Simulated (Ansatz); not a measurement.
# CH₇AsBNSi: a ladder of functionals and wavefunction methods

Aim: compute CH₇AsBNSi with functionals from several rungs and with coupled cluster. The yardstick is the atomisation energy at the CCSD(T) limit.

The runs use Ansatz 0.2.0, Gaussian basis; functionals in def2-TZVPP, the program's frozen cores in correlated methods.

Levels to be run: PBE-D4, r2SCAN-D4, PBE0-D4, B3LYP-D4, ωB97X-V, ωB97M-V, B2PLYP; CCSD(T)/def2-TZVPP; MP2/def2-QZVPP; extrapolation to the limit.

## 1. The geometry

All runs share one geometry, relaxed beforehand with PBE0-D4 in a triple-zeta def2 set.

12 atoms, charge 0, spin multiplicity 1.

Atoms are counted from 1 here; the program's logs count them from 0.

Bond lengths: B1–C2 1.560 Å, B1–Si5 2.014 Å, B1–H6 1.208 Å, B1–H8 1.225 Å, C2–N3 1.296 Å, C2–H7 1.095 Å, N3–As4 1.943 Å, N3–H9 1.012 Å, As4–Si5 2.402 Å, As4–H10 1.526 Å, Si5–H11 1.493 Å, Si5–H12 1.490 Å. Angles: C2–B1–Si5 105.9°, C2–B1–H6 112.5°, C2–B1–H8 102.3°, Si5–B1–H6 117.9°, Si5–B1–H8 107.8°, H6–B1–H8 109.2°, B1–C2–N3 125.3°, B1–C2–H7 121.1°, N3–C2–H7 113.6°, C2–N3–As4 123.4°, C2–N3–H9 119.1°, As4–N3–H9 117.5°, N3–As4–Si5 87.2°, N3–As4–H10 92.7°, Si5–As4–H10 92.5°, B1–Si5–As4 95.8°, B1–Si5–H11 120.3°, B1–Si5–H12 120.9° and more.

## 2. PBE-D4 (GGA)

The input, in.yaml:

```yaml
crystal:
  periodic: [false, false, false]
  atoms:
    - {symbol: B, position_ang: [0.334026, 0.786246, 0.939212]}
    - {symbol: C, position_ang: [0.185237, -0.758154, 1.098489]}
    - {symbol: N, position_ang: [-0.136680, -1.580782, 0.149774]}
    - {symbol: As, position_ang: [-0.625592, -1.008241, -1.640941]}
    - {symbol: Si, position_ang: [-0.537471, 1.246648, -0.816982]}
    - {symbol: H, position_ang: [-0.024492, 1.388266, 1.923369]}
    - {symbol: H, position_ang: [0.405163, -1.252017, 2.051203]}
    - {symbol: H, position_ang: [1.543720, 0.919900, 0.802795]}
    - {symbol: H, position_ang: [-0.144739, -2.574907, 0.341421]}
    - {symbol: H, position_ang: [0.828928, -0.966271, -2.102070]}
    - {symbol: H, position_ang: [-1.950603, 1.726688, -0.854151]}
    - {symbol: H, position_ang: [0.199503, 2.017323, -1.858119]}
basis:
  gaussian: {orbitals: def2-TZVPP}
hamiltonian: {xc: pbe, dispersion: d4}
output: {forces: true, orbitals: {seedname: orbitals}}
```

Command:

```sh
> ansatz run in.yaml --threads 4 --pin off --events-out ev --progress --plain --max-ram 10444MiB
```

The program printed, cut to the lines that bear on the results:

```text
Functional definition: PBE
  name "PBE"
  cite "Perdew, Burke & Ernzerhof, Phys. Rev. Lett. 77, 3865 (1996) doi:10.1103/PhysRevLett.77.3865"
  parent pbe
[...]
1578 factors; their error is unknown
[...]
mean field -72019.78725631 eV, -2646.6783649044 hartree, gradient 3.7e-5 eV, S^2 0.000000; 0 other end points of the search recorded, 0 dependent functions left out
[...]
reference -72019.78730378 eV, -2646.6783666486 hartree; 36, 36 occupied and 245, 245 virtual orbitals, 1578 factors
Total energy: -72020.13350538 eV, -2646.6910893228 hartree
Atom 0 at     0.334026     0.786246     0.939212 Å, force    -0.069925    -0.113376     0.013340 eV/Å
Atom 1 at     0.185237    -0.758154     1.098489 Å, force     0.137192     0.577306     0.329882 eV/Å
Atom 2 at    -0.136680    -1.580782     0.149774 Å, force    -0.059859    -0.233768    -0.214900 eV/Å
Atom 3 at    -0.625592    -1.008241    -1.640941 Å, force    -0.373951    -0.070611    -0.367614 eV/Å
Atom 4 at    -0.537471     1.246648    -0.816982 Å, force     0.064741     0.035370     0.068467 eV/Å
Atom 5 at    -0.024492     1.388266     1.923369 Å, force    -0.003865     0.080098     0.098156 eV/Å
Atom 6 at     0.405163    -1.252017     2.051203 Å, force     0.039627    -0.100684     0.209075 eV/Å
Atom 7 at     1.543720     0.919900     0.802795 Å, force     0.118090     0.050475     0.000216 eV/Å
Atom 8 at    -0.144739    -2.574907     0.341421 Å, force    -0.012804    -0.374025     0.026734 eV/Å
Atom 9 at     0.828928    -0.966271    -2.102070 Å, force     0.231526     0.017443    -0.057883 eV/Å
Atom 10 at    -1.950603     1.726688    -0.854151 Å, force    -0.145362     0.046730    -0.000979 eV/Å
Atom 11 at     0.199503     2.017323    -1.858119 Å, force     0.074590     0.085041    -0.104494 eV/Å
Dipole moment:     0.010053    -0.781619     0.039809 e Å
```

Wall time 3.2 s (4 threads of Arm Neoverse V2, shared host); peak memory 0.43 GiB.

Atomisation energy: 4102.2 kJ/mol (free atoms -71977.617 eV, run apart). HOMO -5.77 eV, LUMO -2.51 eV.

## 3. r2SCAN-D4 (meta-GGA)

in.yaml: that of step 2 with these lines changed.

```diff
@@ -17,3 +17,3 @@
   gaussian: {orbitals: def2-TZVPP}
-hamiltonian: {xc: pbe, dispersion: d4}
+hamiltonian: {xc: r2scan, dispersion: d4}
 output: {forces: true, orbitals: {seedname: orbitals}}
```

Same command.

The program printed, cut to the lines that bear on the results:

```text
Functional definition: r2SCAN
  name "r2SCAN"
  cite "Furness, Kaplan, Ning, Perdew & Sun, J. Phys. Chem. Lett. 11, 8208 (2020) doi:10.1021/acs.jpclett.0c02405"
  cite "Furness, Kaplan, Ning, Perdew & Sun, J. Phys. Chem. Lett. 11, 9248 (2020) doi:10.1021/acs.jpclett.0c03077"
  parent r2scan
[...]
1578 factors; their error is unknown
[...]
mean field -72034.52523587 eV, -2647.2199756632 hartree, gradient 7.0e-5 eV, S^2 0.000000; 0 other end points of the search recorded, 0 dependent functions left out
[...]
reference -72034.52525016 eV, -2647.2199761885 hartree; 36, 36 occupied and 245, 245 virtual orbitals, 1578 factors
Total energy: -72034.60688787 eV, -2647.2229763192 hartree
Atom 0 at     0.334026     0.786246     0.939212 Å, force    -0.021628    -0.031416     0.037251 eV/Å
Atom 1 at     0.185237    -0.758154     1.098489 Å, force     0.094597     0.295246     0.242934 eV/Å
Atom 2 at    -0.136680    -1.580782     0.149774 Å, force    -0.044398    -0.237211    -0.100376 eV/Å
Atom 3 at    -0.625592    -1.008241    -1.640941 Å, force    -0.028886    -0.009736    -0.136407 eV/Å
Atom 4 at    -0.537471     1.246648    -0.816982 Å, force    -0.014086     0.038821    -0.071024 eV/Å
Atom 5 at    -0.024492     1.388266     1.923369 Å, force     0.036750    -0.007020    -0.010476 eV/Å
Atom 6 at     0.405163    -1.252017     2.051203 Å, force    -0.003701    -0.019843     0.005634 eV/Å
Atom 7 at     1.543720     0.919900     0.802795 Å, force    -0.008849     0.011379     0.016738 eV/Å
Atom 8 at    -0.144739    -2.574907     0.341421 Å, force    -0.007135    -0.053706    -0.021721 eV/Å
Atom 9 at     0.828928    -0.966271    -2.102070 Å, force    -0.011626     0.008896     0.006674 eV/Å
Atom 10 at    -1.950603     1.726688    -0.854151 Å, force     0.018091     0.002161     0.010467 eV/Å
Atom 11 at     0.199503     2.017323    -1.858119 Å, force    -0.009130     0.002430     0.020305 eV/Å
Dipole moment:     0.017387    -0.782470     0.055433 e Å
```

Wall time 7 s (4 threads of Arm Neoverse V2, shared host); peak memory 0.47 GiB.

With the free atoms at this level, -71992.915 eV in sum, the atomisation energy is 4022.6 kJ/mol. HOMO -5.99 eV, LUMO -2.33 eV.

## 4. PBE0-D4 (hybrid)

in.yaml: that of step 3 with these lines changed.

```diff
@@ -17,3 +17,3 @@
   gaussian: {orbitals: def2-TZVPP}
-hamiltonian: {xc: r2scan, dispersion: d4}
-output: {forces: true, orbitals: {seedname: orbitals}}
+hamiltonian: {xc: pbe0, dispersion: d4}
+output: {orbitals: {seedname: orbitals}}
```

Same command.

The program printed:

```text
Functional definition: PBE0
  name "PBE0"
  cite "Adamo & Barone, J. Chem. Phys. 110, 6158 (1999) doi:10.1063/1.478522"
  cite "Perdew, Burke & Ernzerhof, Phys. Rev. Lett. 77, 3865 (1996) doi:10.1103/PhysRevLett.77.3865"
  parent pbe
  parameter a = 0.25
  parameter kappa = 0.804
  parameter beta = 0.06672455060314922
  exchange = (1 - a)*pbe_x(kappa = kappa, mu = beta*pi^2/3) + a*exact_x
  correlation = pbe_c(beta = beta)
1631 factors; their error is unknown
mean field evaluation 1: about -72015.0800 eV, gradient 5.4e1 eV
mean field evaluation 2: about -72007.9395 eV, gradient 7.3e1 eV
mean field evaluation 4: about -72022.3791 eV, gradient 3.8e0 eV
mean field evaluation 8: about -72022.6802 eV, gradient 5.1e-1 eV
mean field evaluation 16: about -72022.6805 eV, gradient 3.8e-5 eV
mean field -72022.68045310 eV, -2646.7846879252 hartree, gradient 3.8e-5 eV, S^2 0.000000; 0 other end points of the search recorded, 0 dependent functions left out
reference -72022.68048835 eV, -2646.7846892207 hartree; 36, 36 occupied and 245, 245 virtual orbitals, 1631 factors
Total energy: -72022.97392878 eV, -2646.7954729574 hartree
```

Wall time 4.5 s (4 threads of Arm Neoverse V2, shared host); peak memory 0.91 GiB.

Atomisation energy: 4022.9 kJ/mol (free atoms -71981.279 eV, run apart). HOMO -6.78 eV, LUMO -1.50 eV.

## 5. B3LYP-D4 (hybrid)

B3LYP here takes the VWN-RPA correlation.

in.yaml: that of step 4 with these lines changed.

```diff
@@ -17,3 +17,3 @@
   gaussian: {orbitals: def2-TZVPP}
-hamiltonian: {xc: pbe0, dispersion: d4}
-output: {orbitals: {seedname: orbitals}}
+hamiltonian: {xc: {name: B3LYP}, dispersion: d4}
+output: {forces: true, orbitals: {seedname: orbitals}}
```

Launched as before.

The program printed, cut to the lines that bear on the results:

```text
Functional definition: B3LYP
  name "B3LYP"
  cite "Stephens, Devlin, Chabalowski & Frisch, J. Phys. Chem. 98, 11623 (1994) doi:10.1021/j100096a001"
  cite "Becke, Phys. Rev. A 38, 3098 (1988) doi:10.1103/PhysRevA.38.3098"
  cite "Lee, Yang & Parr, Phys. Rev. B 37, 785 (1988) doi:10.1103/PhysRevB.37.785"
  cite "Vosko, Wilk & Nusair, Can. J. Phys. 58, 1200 (1980) doi:10.1139/p80-159"
[...]
1624 factors; their error is unknown
[...]
mean field -72039.36976731 eV, -2647.3980089102 hartree, gradient 2.0e-5 eV, S^2 0.000000; 0 other end points of the search recorded, 0 dependent functions left out
[...]
reference -72039.37006493 eV, -2647.3980198475 hartree; 36, 36 occupied and 245, 245 virtual orbitals, 1624 factors
Total energy: -72039.93400792 eV, -2647.4187443701 hartree
Atom 0 at     0.334026     0.786246     0.939212 Å, force     0.115420     0.115212     0.127973 eV/Å
[...]
Atom 2 at    -0.136680    -1.580782     0.149774 Å, force     0.010221    -0.213114     0.116113 eV/Å
Atom 3 at    -0.625592    -1.008241    -1.640941 Å, force    -0.108188    -0.100653    -0.344327 eV/Å
Atom 4 at    -0.537471     1.246648    -0.816982 Å, force    -0.073534     0.280727    -0.090691 eV/Å
Atom 5 at    -0.024492     1.388266     1.923369 Å, force     0.020193    -0.041631    -0.074039 eV/Å
Atom 6 at     0.405163    -1.252017     2.051203 Å, force    -0.016301     0.043645    -0.059987 eV/Å
Atom 7 at     1.543720     0.919900     0.802795 Å, force    -0.068638     0.013762     0.010884 eV/Å
Atom 8 at    -0.144739    -2.574907     0.341421 Å, force    -0.000224     0.003346     0.001654 eV/Å
Atom 9 at     0.828928    -0.966271    -2.102070 Å, force     0.031613    -0.007596    -0.026238 eV/Å
Atom 10 at    -1.950603     1.726688    -0.854151 Å, force     0.077770    -0.021319     0.003966 eV/Å
Atom 11 at     0.199503     2.017323    -1.858119 Å, force    -0.047638    -0.034392     0.065721 eV/Å
Dipole moment:    -0.010850    -0.798248     0.033031 e Å
```

Wall time 7.5 s (4 threads of Arm Neoverse V2, shared host); peak memory 0.99 GiB.

With the free atoms at this level, -71998.152 eV in sum, the atomisation energy is 4031.4 kJ/mol. HOMO -6.57 eV, LUMO -1.72 eV.

## 6. ωB97X-V (range-separated)

in.yaml: that of step 5 with these lines changed.

```diff
@@ -17,3 +17,3 @@
   gaussian: {orbitals: def2-TZVPP}
-hamiltonian: {xc: {name: B3LYP}, dispersion: d4}
-output: {forces: true, orbitals: {seedname: orbitals}}
+hamiltonian: {xc: {name: wB97X-V}}
+output: {orbitals: {seedname: orbitals}}
```

The command is unchanged.

The program printed, cut to the lines that bear on the results:

```text
Functional definition: wB97X-V
  name "wB97X-V"
  cite "Mardirossian & Head-Gordon, Phys. Chem. Chem. Phys. 16, 9904 (2014) doi:10.1039/C3CP54374A"
  cite "Becke, J. Chem. Phys. 107, 8554 (1997) doi:10.1063/1.475007"
  cite "Vydrov & Van Voorhis, J. Chem. Phys. 133, 244103 (2010) doi:10.1063/1.3521275"
[...]
      + integral(e_c_pw_opposite_spin*poly(b97_u_opposite, cos0, cos1)) + vv10(b, c)
1617 factors; their error is unknown
375 factors; integrals over basis functions are off by at most 9.0e-6 eV
[...]
mean field -72029.61813247 eV, -2647.0396429395 hartree, gradient 1.9e-5 eV, S^2 0.000000; 0 other end points of the search recorded, 0 dependent functions left out
reference -72029.61813011 eV, -2647.0396428529 hartree; 36, 36 occupied and 245, 245 virtual orbitals, 1617 factors
Total energy: -72029.61813011 eV, -2647.0396428529 hartree
```

Run time: 12 s. Hardware: 4 threads of Arm Neoverse V2, shared host; peak memory 1.1 GiB.

Atomisation energy: 4039.1 kJ/mol (free atoms -71987.756 eV, run apart). HOMO -8.93 eV, LUMO 0.76 eV.

[end of part 1 of 2]
